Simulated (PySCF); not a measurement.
# CAM-B3LYP/aug-cc-pVDZ (density fitting with cc-pvqz-jkfit) run of BCNClOF (SMILES O=C=NB(F)Cl)

What is the vertical ionisation energy of BCNClOF at CAM-B3LYP/aug-cc-pVDZ (density fitting with cc-pvqz-jkfit)? 

The results are computed with PySCF 2.14.0.

2 further runs of the same task are left out: 2 set aside as unsound or not needed.

## 1. The structure to begin with

BCNClOF has 6 atoms, charge 0, and is taken as a singlet. As SMILES, `O=C=NB(F)Cl`. Geometry: relaxed at PBE0-D4/def2-TZVP. This is one conformer, not always the lowest.

Bond lengths: O1–C2 1.156 Å, C2–N3 1.204 Å, N3–B4 1.411 Å, B4–F5 1.314 Å, B4–Cl6 1.751 Å. Angles: O1–C2–N3 175.5°, C2–N3–B4 144.0°, N3–B4–F5 119.1°, N3–B4–Cl6 122.4°, F5–B4–Cl6 118.5°.

## 2. A single-point energy at CAM-B3LYP/aug-cc-pVDZ (density fitting with cc-pvqz-jkfit)

File job.py:

```python
# O=C=NB(F)Cl
from pyscf import gto, dft

molecule = gto.M(
    atom='''
O       -1.302300      -2.201900       0.522300
C       -0.638500      -1.256000       0.487600
N        0.081500      -0.292400       0.538600
B        0.530100       0.836400      -0.179100
F        1.398800       1.646900       0.382500
Cl      -0.027600       1.203000      -1.798000
''',
    spin=0,
    max_memory=1860,
    verbose=4,
    basis='aug-cc-pvdz',
)

mf = dft.RKS(molecule)
mf.xc = 'cam-b3lyp'
mf = mf.density_fit(auxbasis='cc-pvqz-jkfit')
mf.conv_tol = 1e-10
mf.grids.level = 4
mf.kernel()
if not mf.converged:
    mf = mf.newton().run(mf.mo_coeff, mf.mo_occ)

e_tot = mf.e_tot
print('E(%s) = %.9f' % ('CAM-B3LYP', e_tot))
```

Launch:

```
$ OMP_NUM_THREADS=1 python job.py
```

What it wrote:

```text
PySCF version 2.14.0

[INPUT] num. atoms = 6
[INPUT] num. electrons = 52
[INPUT] charge = 0
[INPUT] spin (= nelec alpha-beta = 2S) = 0
[INPUT] symmetry False subgroup None
[INPUT] Mole.unit = angstrom
[INPUT] Symbol           X                Y                Z      unit          X                Y                Z       unit  Magmom
[INPUT]  1 O     -1.302300000000  -2.201900000000   0.522300000000 AA   -2.460990332021  -4.160987953680   0.987003954860 Bohr   0.0
[INPUT]  2 C     -0.638500000000  -1.256000000000   0.487600000000 AA   -1.206590130535  -2.373496012454   0.921430458338 Bohr   0.0
[INPUT]  3 N      0.081500000000  -0.292400000000   0.538600000000 AA    0.154012679152  -0.552555918823   1.017806490691 Bohr   0.0
[INPUT]  4 B      0.530100000000   0.836400000000  -0.179100000000 AA    1.001743818632   1.580566930586  -0.338449948910 Bohr   0.0
[INPUT]  5 F      1.398800000000   1.646900000000   0.382500000000 AA    2.643348903042   3.112189954546   0.722820242646 Bohr   0.0
[INPUT]  6 Cl    -0.027600000000   1.203000000000  -1.798000000000 AA   -0.052156441038   2.273340527852  -3.397727571968 Bohr   0.0

nuclear repulsion = 238.327279886302
number of shells = 48
number of NR pGTOs = 225
number of NR cGTOs = 142
basis = aug-cc-pvdz
ecp = {}

******** <class 'pyscf.df.df_jk.DFRKS'> ********
method = DFRKS
initial guess = minao
damping factor = 0
level_shift factor = 0
DIIS = <class 'pyscf.scf.diis.CDIIS'>
diis_start_cycle = 1
diis_space = 8
diis_damp = 0
SCF conv_tol = 1e-10
SCF conv_tol_grad = None
SCF max_cycles = 50
direct_scf = False
XC library pyscf.dft.libxc version 7.0.0
    S. Lehtola, C. Steigemann, M. J.T. Oliveira, and M. A.L. Marques.,  SoftwareX 7, 1–5 (2018)
XC functionals = cam-b3lyp
    T. Yanai, D. P. Tew, and N. C. Handy.,  Chem. Phys. Lett. 393, 51 (2004)
radial grids:
    Treutler-Ahlrichs [JCP 102, 346 (1995); DOI:10.1063/1.469408] (M4) radial grids

becke partition: Becke, JCP 88, 2547 (1988); DOI:10.1063/1.454033
pruning grids: <function nwchem_prune>
grids dens level: 4
symmetrized grids: False
atomic radii adjust function: <function treutler_atomic_radii_adjust>
small_rho_cutoff = 0
Set gradient conv threshold to 1e-05
Initial guess from minao.
tot grids = 170376
******** <class 'pyscf.df.df.DF'> ********
auxbasis = cc-pvqz-jkfit
Create RSH-DF object <pyscf.df.df.DF object> for omega=0.33
******** <class 'pyscf.df.df.DF'> ********
auxbasis = auxmol.basis = cc-pvqz-jkfit
init E= -754.138712794766
  HOMO = -0.362072882051589  LUMO = -0.0338008996066526  gap/eV = 8.93274
cycle= 1 E= -752.924345894112  delta_E= 1.21  |g|= 0.854  |ddm|= 3.29
  HOMO = -0.372968721013589  LUMO = -0.0454010555750672  gap/eV = 8.91357
cycle= 2 E= -752.751689984794  delta_E= 0.173  |g|= 1.35  |ddm|= 1.34
  HOMO = -0.38764316038086  LUMO = -0.0182161273609154  gap/eV = 10.05262
cycle= 3 E= -753.06567831651  delta_E= -0.314  |g|= 0.209  |ddm|= 0.816
  HOMO = -0.396941701003385  LUMO = -0.0131934068013102  gap/eV = 10.44232
cycle= 4 E= -753.073876416447  delta_E= -0.0082  |g|= 0.0523  |ddm|= 0.16
  HOMO = -0.395494165819518  LUMO = -0.00892762873130781  gap/eV = 10.51901
cycle= 5 E= -753.074395202258  delta_E= -0.000519  |g|= 0.0148  |ddm|= 0.0492
  HOMO = -0.395337242106399  LUMO = -0.0101444648969702  gap/eV = 10.48163
cycle= 6 E= -753.074447879604  delta_E= -5.27e-05  |g|= 0.00297  |ddm|= 0.0145
  HOMO = -0.395421398517145  LUMO = -0.00999364711163242  gap/eV = 10.48802
cycle= 7 E= -753.074450375578  delta_E= -2.5e-06  |g|= 0.00067  |ddm|= 0.00322
  HOMO = -0.395427682562209  LUMO = -0.00999151110137042  gap/eV = 10.48825
cycle= 8 E= -753.074450464834  delta_E= -8.93e-08  |g|= 0.000361  |ddm|= 0.000752
  HOMO = -0.395415500955297  LUMO = -0.00999921186958463  gap/eV = 10.48771
cycle= 9 E= -753.074450488734  delta_E= -2.39e-08  |g|= 8.52e-05  |ddm|= 0.000291
  HOMO = -0.395423726032733  LUMO = -0.0100018789095246  gap/eV = 10.48786
cycle= 10 E= -753.074450490519  delta_E= -1.78e-09  |g|= 2.22e-05  |ddm|= 8.78e-05
  HOMO = -0.395423929551012  LUMO = -0.0100015508096529  gap/eV = 10.48788
cycle= 11 E= -753.07445049075  delta_E= -2.31e-10  |g|= 6.29e-06  |ddm|= 3.63e-05
  HOMO = -0.395423740290269  LUMO = -0.0100009843419322  gap/eV = 10.48789
cycle= 12 E= -753.074450490775  delta_E= -2.58e-11  |g|= 2.93e-06  |ddm|= 1.29e-05
  HOMO = -0.395423832483959  LUMO = -0.0100011309134791  gap/eV = 10.48789
Extra cycle  E= -753.074450490773  delta_E= 2.61e-12  |g|= 4.39e-06  |ddm|= 5.35e-06
converged SCF energy = -753.074450490773
E(CAM-B3LYP) = -753.074450491
```

Wall time 30 s (1 thread of Arm Neoverse V1, shared host); peak memory 0.6 GiB.

## 3. The doublet cation, same level

File input.py:

```python
from pyscf import gto, dft

mol = gto.M(
    atom='''
O       -1.302300      -2.201900       0.522300
C       -0.638500      -1.256000       0.487600
N        0.081500      -0.292400       0.538600
B        0.530100       0.836400      -0.179100
F        1.398800       1.646900       0.382500
Cl      -0.027600       1.203000      -1.798000
''',
    charge=1,
    max_memory=1860,
    basis='aug-cc-pvdz',
    spin=1,
    verbose=3,
)

mf = dft.UKS(mol, xc='cam-b3lyp')
mf = mf.density_fit(auxbasis='cc-pvqz-jkfit')
mf.grids.level = 4
mf.conv_tol = 1e-10
mf.kernel()
if not mf.converged:
    mf = mf.newton().run(mf.mo_coeff, mf.mo_occ)

etot = mf.e_tot
print(f'total energy: {etot:.8f} hartree')
```

Launch:

```
$ OMP_NUM_THREADS=1 python input.py
```

What it wrote:

```text
converged SCF energy = -752.639304673438  <S^2> = 0.76502117  2S+1 = 2.0149652
total energy: -752.63930467 hartree
```

Wall time 87 s (1 thread of Arm Neoverse V1, shared host); peak memory 0.61 GiB.

## 4. Outcome

Level: CAM-B3LYP/aug-cc-pVDZ (density fitting with cc-pvqz-jkfit).

| quantity | value |
| --- | --- |
| singlet BCNClOF: total energy | -753.07445 Eh |
| singlet BCNClOF: dipole moment | 0.09 D |
| singlet BCNClOF: HOMO energy | -10.76 eV |
| singlet BCNClOF: LUMO energy | -0.27 eV |
| singlet BCNClOF: HOMO–LUMO gap | 10.49 eV |
| doublet cation: total energy | -752.63930 Eh |
| doublet cation: HOMO energy (highest over α and β) | -17.09 eV |
| doublet cation: LUMO energy (lowest over α and β) | -12.93 eV |
| doublet cation: ⟨S²⟩ | 0.765 |
| vertical ionisation energy (to the doublet cation) | 11.841 eV |

**Reading.** The vertical ionisation energy comes to 11.84 eV (273 kcal/mol). −ε(HOMO) before ionisation, 10.76 eV, is 1.08 eV below this ionisation energy. Mulliken charges (singlet BCNClOF) run from -0.38 on F5 to +0.42 on B4; in a basis this large or diffuse they mean little. Mulliken charges (doublet cation) run from -0.29 on F5 to +0.52 on B4; in a basis this large or diffuse they mean little.
